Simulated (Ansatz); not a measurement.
**C2H2BCl2F3O: small, medium and large basis sets**

The task here is to estimate one member of a computed series from the others.

The runs use Ansatz 0.2.0, Gaussian basis; one geometry, several basis sets.

Levels to be run: PBE0-D4/def2-SVP; ωB97M-V/def2-SVP; PBE0-D4/def2-QZVPP; ωB97M-V/def2-QZVPP; the functionals' def2-TZVPP values are taken from earlier runs.

### The relaxed structure

All runs share one geometry, relaxed beforehand with PBE0-D4 in a triple-zeta def2 set.

11 atoms, charge 0, spin multiplicity 1.

Atoms are counted from 1 here; the program's logs count them from 0.

Bond lengths: F1–C2 1.337 Å, C2–F3 1.335 Å, C2–F4 1.332 Å, C2–C5 1.515 Å, C5–O6 1.402 Å, C5–H10 1.092 Å, C5–H11 1.091 Å, O6–B7 1.342 Å, B7–Cl8 1.744 Å, B7–Cl9 1.756 Å. Angles: F1–C2–F3 108.1°, F1–C2–F4 108.1°, F1–C2–C5 109.2°, F3–C2–F4 107.7°, F3–C2–C5 111.5°, F4–C2–C5 112.1°, C2–C5–O6 109.8°, C2–C5–H10 108.1°, C2–C5–H11 108.1°, O6–C5–H10 112.3°, O6–C5–H11 108.6°, H10–C5–H11 109.8°, C5–O6–B7 125.3°, O6–B7–Cl8 117.6°, O6–B7–Cl9 122.8°, Cl8–B7–Cl9 119.6°.

Set-up of the first run:

The input, in.yaml:

```yaml
crystal:
  periodic: [false, false, false]
  atoms:
    - {symbol: F, position_ang: [-2.410128, 0.682159, -0.660540]}
    - {symbol: C, position_ang: [-1.190030, 0.175764, -0.866846]}
    - {symbol: F, position_ang: [-1.273754, -1.154215, -0.786554]}
    - {symbol: F, position_ang: [-0.819231, 0.484050, -2.108505]}
    - {symbol: C, position_ang: [-0.235726, 0.735657, 0.168272]}
    - {symbol: O, position_ang: [1.048586, 0.211483, -0.037098]}
    - {symbol: B, position_ang: [1.626566, -0.740135, 0.712949]}
    - {symbol: Cl, position_ang: [3.211639, -1.291133, 0.237435]}
    - {symbol: Cl, position_ang: [0.864610, -1.416826, 2.142853]}
    - {symbol: H, position_ang: [-0.628909, 0.495121, 1.158032]}
    - {symbol: H, position_ang: [-0.193623, 1.818055, 0.040001]}
basis:
  gaussian: {orbitals: def2-SVP}
hamiltonian: {xc: pbe0, dispersion: d4}
output: {orbitals: {seedname: orbitals}}
```

Launch:

```bash
$ ansatz run in.yaml --threads 4 --pin off --events-out ev --progress --plain --max-ram 66560MiB --backend cpu
```

Steps of the session up to this table: PBE0-D4 in def2-SVP; ωB97M-V in def2-SVP; PBE0-D4 in def2-QZVPP; ωB97M-V in def2-QZVPP.

One of the session's tables, all rows but one given; the rest of the session is left out.

It belongs to the step «Functionals by basis». 

```
functional       basis  HOMO (eV)
   PBE0-D4    def2-SVP      -9.07
   PBE0-D4  def2-TZVPP      -9.23
   PBE0-D4  def2-QZVPP      -9.26
   ωB97M-V    def2-SVP     -11.29
   ωB97M-V  def2-TZVPP          ?
   ωB97M-V  def2-QZVPP     -11.54
```

Estimate the missing values for ωB97M-V, def2-TZVPP.

**Answer.** HOMO (eV): -11.50. In the column «HOMO (eV)» it lies between ωB97M-V, def2-QZVPP (-11.54) and ωB97M-V, def2-SVP (-11.29).
